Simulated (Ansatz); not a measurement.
# Be3SF4: the cost of one run

Method: DFT PBE, scalar-relativistic, plane waves, PAW, in Ansatz 0.2.0.

## 1. The starting structure

The structure is cubic, space group Pm-3m (No. 221). The conventional cell has a = 4.202 Å, b = 4.202 Å, c = 4.202 Å, α = 90.00°, β = 90.00°, γ = 90.00°. Be (site symmetry 4/mmm) is surrounded by 6 F at 2.10 Å. Around S (site symmetry m-3m) lie 6 F at 2.10 Å. F (site symmetry 4/mmm) has 4 Be at 2.10 Å and 2 S at 2.10 Å as nearest neighbours. Around F (site symmetry m-3m) lie 6 Be at 2.10 Å.

As a file:

```cif
data_structure
_symmetry_space_group_name_H-M 'Pm-3m'
_symmetry_Int_Tables_number 221
_cell_length_a 4.2023
_cell_length_b 4.2023
_cell_length_c 4.2023
_cell_angle_alpha 90.000
_cell_angle_beta 90.000
_cell_angle_gamma 90.000
_cell_volume 74.21
loop_
_atom_site_label
_atom_site_type_symbol
_atom_site_symmetry_multiplicity
_atom_site_Wyckoff_symbol
_atom_site_fract_x
_atom_site_fract_y
_atom_site_fract_z
_atom_site_occupancy
Be1 Be 3 c 0.00000 0.50000 0.50000 1
S1 S 1 a 0.00000 0.00000 0.00000 1
F1 F 3 d 0.50000 0.00000 0.00000 1
F2 F 1 b 0.50000 0.50000 0.50000 1
```

Recipe of the guess: species swapped into a database cell of Mg3VO4 (Pm-3m, No. 221), with Be on the Mg sites, S on the V sites and F on the O sites. The dimensions are guesses.

## 2. A first look at the guess

Contents of input.yaml:

```yaml
crystal:
  lattice:
    - [4.20233551, 0.0, 0.0]
    - [0.0, 4.20233551, 0.0]
    - [0.0, 0.0, 4.20233551]
  atoms:
    - { symbol: Be, position: [0.0, 0.5, 0.5] }
    - { symbol: Be, position: [0.5, 0.0, 0.5] }
    - { symbol: Be, position: [0.5, 0.5, 0.0] }
    - { symbol: S, position: [0.0, 0.0, 0.0] }
    - { symbol: F, position: [0.5, 0.0, 0.0] }
    - { symbol: F, position: [0.5, 0.5, 0.5] }
    - { symbol: F, position: [0.0, 0.0, 0.5] }
    - { symbol: F, position: [0.0, 0.5, 0.0] }
basis:
  ecutwfc: 420
kpoints:
  mp_grid: { grid: [4, 4, 4] }
hamiltonian:
  xc: pbe
scf:
  occupations: { method: gaussian, width: 0.1 }
  lower_state_search: "off"
output:
  forces: true
  stress: true
  eigenvalues: true
```

Command:

```sh
ansatz run input.yaml --threads 1 --pin off --max-ram 2048MiB --backend cpu --events-out ev --progress --plain --runs-dir out
```

What time and memory should one allow on 1 thread of Intel Xeon Platinum 8488C (Sapphire Rapids), shared host?

About 1.1 s, with a peak of 0.45 GiB.
